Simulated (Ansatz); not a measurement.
# Relaxation of MoBrO, part 2 of 2

Aim: in MoBrO, a known structure type filled with other elements, at an estimated volume, relax cell and atoms, then read levels, charges and fields where it ends.

Ansatz 0.2.0; DFT, r2SCAN, spin-orbit coupling, plane waves, PAW. Relaxing cell and atoms. The steps go on from the part before.

**5. Density of states**

Counts of states in windows (eV from the Fermi level; Gaussian smearing of 0.1 eV), total and projected:

| from | to | total | Br p | Mo d | O p |
| --- | --- | --- | --- | --- | --- |
| -4.5 | -4.0 | 2.80 | 2.14 | 0.33 | 0.24 |
| -4.0 | -3.5 | 3.30 | 2.57 | 0.36 | 0.30 |
| -3.5 | -3.0 | 1.44 | 1.17 | 0.13 | 0.12 |
| -3.0 | -2.5 | 0.28 | 0.20 | 0.06 | 0.02 |
| -2.5 | -2.0 | 1.37 | 0.07 | 1.24 | 0.04 |
| -2.0 | -1.5 | 0.81 | 0.07 | 0.66 | 0.06 |
| -1.5 | -1.0 | 1.26 | 0.27 | 0.87 | 0.07 |
| -1.0 | -0.5 | 0.92 | 0.18 | 0.64 | 0.03 |
| -0.5 | 0.0 | 1.52 | 0.15 | 1.14 | 0.06 |
| 0.0 | 0.5 | 0.71 | 0.08 | 0.48 | 0.11 |
| 0.5 | 1.0 | 2.47 | 0.13 | 1.86 | 0.37 |
| 1.0 | 1.5 | 2.90 | 0.14 | 2.22 | 0.41 |
| 1.5 | 2.0 | 2.83 | 0.16 | 2.29 | 0.22 |

The bands computed are complete only to about 2.3 eV above the Fermi level.

**6. Populations, charges, moments**

Gathered by element (positive charge: electrons given up): Löwdin charges also hold the electrons that the projection spills.

| element | atoms | Bader charge (e) | Bader volume (Å³) | Löwdin charge (e) | Bader moment, size (μB) |
| --- | --- | --- | --- | --- | --- |
| Br | 2 | -0.62 | 31.9 | -0.33 | 0.18 |
| O | 2 | -1.12 | 9.9 | -0.66 | 0.05 |
| Mo | 2 | +1.75 | 14.3 | +1.12 | 2.76 |

The Löwdin projection spills 0.5 % of the electrons and depends on the orbitals chosen; where it disagrees with Bader's partition, neither is an observable.

The main site moments: Mo5 along (0.00, 0.00, 1.00), Mo6 along (0.00, 0.00, 1.00).

**7. Maps of the fields**

Maps in the plane spanned by b and c at height 0.000 along a (axes of the input's cell), one cell: b runs left to right (11 points from zero), c bottom to top (26 points), 90° apart. These are the smooth PAW fields, not the true ones near the nuclei. The spin map shows the z component.

Valence density. Ten steps from '0' (0.01 e/Å³) to '9' (7.61 e/Å³), finer at the low end (step k begins (100^(k/10) - 1)/99 of the way up):
```
98531111358
65321111235
33211111123
11112222111
11223443221
11245555421
11356556531
11355225531
11355445531
01245665421
00134554310
00012332100
00001111000
00000000000
00000000000
00000000000
10000000000
11111111111
11112332111
11124664211
11247887421
12368998632
33369999633
65457997545
98645665468
99633333369
```

Spin density. Values in e/Å³, 26 rows by 11 columns:
```
-0.02 -0.05 -0.03  0.00  0.03  0.06  0.06  0.03  0.00 -0.03 -0.05
-0.01 -0.01 -0.01  0.00  0.01  0.02  0.02  0.01  0.00 -0.01 -0.01
 0.00  0.00  0.00  0.00  0.00  0.00  0.00  0.00  0.00  0.00  0.00
 0.01  0.01  0.00  0.00  0.00  0.00  0.00  0.00  0.00  0.00  0.01
 0.01  0.01  0.00  0.00  0.01  0.02  0.02  0.01  0.00  0.00  0.01
 0.01  0.00  0.00  0.00  0.02  0.05  0.05  0.02  0.00  0.00  0.00
 0.00  0.00  0.00  0.01  0.03  0.04  0.04  0.03  0.01  0.00  0.00
 0.00  0.00  0.00  0.01  0.01  0.00  0.00  0.01  0.01  0.00  0.00
 0.00  0.00  0.00  0.01  0.01  0.01  0.01  0.01  0.01  0.00  0.00
 0.00  0.00  0.00  0.01  0.01  0.01  0.01  0.01  0.01  0.00  0.00
 0.00  0.00  0.00  0.01  0.01  0.01  0.01  0.01  0.01  0.00  0.00
 0.00  0.00  0.00  0.00  0.00  0.01  0.01  0.00  0.00  0.00  0.00
 0.00  0.00  0.00  0.00  0.00  0.00  0.00  0.00  0.00  0.00  0.00
 0.00  0.00  0.00  0.00  0.00  0.00  0.00  0.00  0.00  0.00  0.00
 0.00  0.00  0.00  0.00  0.00  0.00  0.00  0.00  0.00  0.00  0.00
 0.00  0.00  0.00  0.00  0.01  0.01  0.01  0.01  0.00  0.00  0.00
 0.00  0.00  0.00  0.01  0.02  0.02  0.02  0.02  0.01  0.00  0.00
 0.00  0.00  0.01  0.02  0.04  0.06  0.06  0.04  0.02  0.01  0.00
 0.00  0.01  0.02  0.05  0.12  0.20  0.20  0.12  0.05  0.02  0.01
 0.01  0.01  0.04  0.10  0.27  0.58  0.58  0.27  0.10  0.04  0.01
 0.01  0.02  0.06  0.17  0.42  0.79  0.79  0.42  0.17  0.06  0.02
 0.01  0.02  0.09  0.28  0.53  0.61  0.61  0.53  0.28  0.09  0.02
 0.00  0.02  0.08  0.28  0.56  0.66  0.66  0.56  0.28  0.08  0.02
-0.01  0.00  0.04  0.15  0.44  0.80  0.80  0.44  0.15  0.04  0.00
-0.02 -0.03  0.01  0.08  0.27  0.63  0.63  0.27  0.08  0.01 -0.03
-0.06 -0.09 -0.02  0.03  0.11  0.20  0.20  0.11  0.03 -0.02 -0.09
```

Atoms within 0.2 Å of the plane, in fractions of b and c: Br at (0.50, 0.68), O at (1.00, 0.00), Mo at (0.50, 0.13).

Scans along the contacts give these minima of the density:

| contact | length (Å) | minimum at (fraction) | density (e/Å³) |
| --- | --- | --- | --- |
| Br1–Mo6 | 3.011 | 0.53 | 0.197 |

```
fraction  Br1–Mo6
     0.2     1.18
     0.3    0.825
     0.4    0.369
     0.5    0.205
     0.6    0.264
     0.7    0.989
     0.8     3.92
```

(Smooth valence density in e/Å³ at fractions of each contact.)

**8. Results**

What follows sums up all 2 parts.

```
                                                 quantity                                                                      value
                                                    moves                                                                         12
                                            energy gained                                                             232.6 meV/atom
                                             largest move                                                                0.41 Å (Br)
                     space group (0.01 Å), before / after                                                            P4/nmm / P4/nmm
                                                     cell  a = 3.635 Å, b = 3.635 Å, c = 8.496 Å, α = 90.00°, β = 90.00°, γ = 90.00°
                                                   volume                                                    18.71 Å³/atom (+17.4 %)
                                      pressure at the end                                                                   0.00 GPa
                                                character                                                                      metal
density of states, mean within 0.25 eV of the Fermi level                                                        2.3 per eV per cell
                                            Bader charges                                              Br -0.62, O -1.12, Mo +1.75 e
                                               net moment                                                           5.98 μB per cell
                                           largest moment                                                2.76 μB on Mo (Bader basin)
```

What this shows: The volume grew by 17.4 %, and the largest move of an atom is 0.41 Å apart from the change of the cell; the energy fell by 232.6 meV per atom. The shape changed more than that tells: the edges moved by -5, -5, +31 %. With 8 symmetry operations imposed, the end may be a saddle point towards distortions that break them. By a distance rule the end structure falls into sheets, and the functional has no dispersion term: where only weak forces hold such sheets, the spacing at the end is too wide to trust. It is a metal; within 0.25 eV of the Fermi level the density of states averages 2.3 per eV per cell, mostly Mo d (71 %). By Bader's partition Mo gives up most (+1.75 e) and O takes most (-1.12 e). The largest spin moment is 2.76 μB on Mo, and the net moment 5.98 μB per cell.

Keep in mind: one start, so the state may not be the lowest; the k mesh is coarse for a cell without a gap.
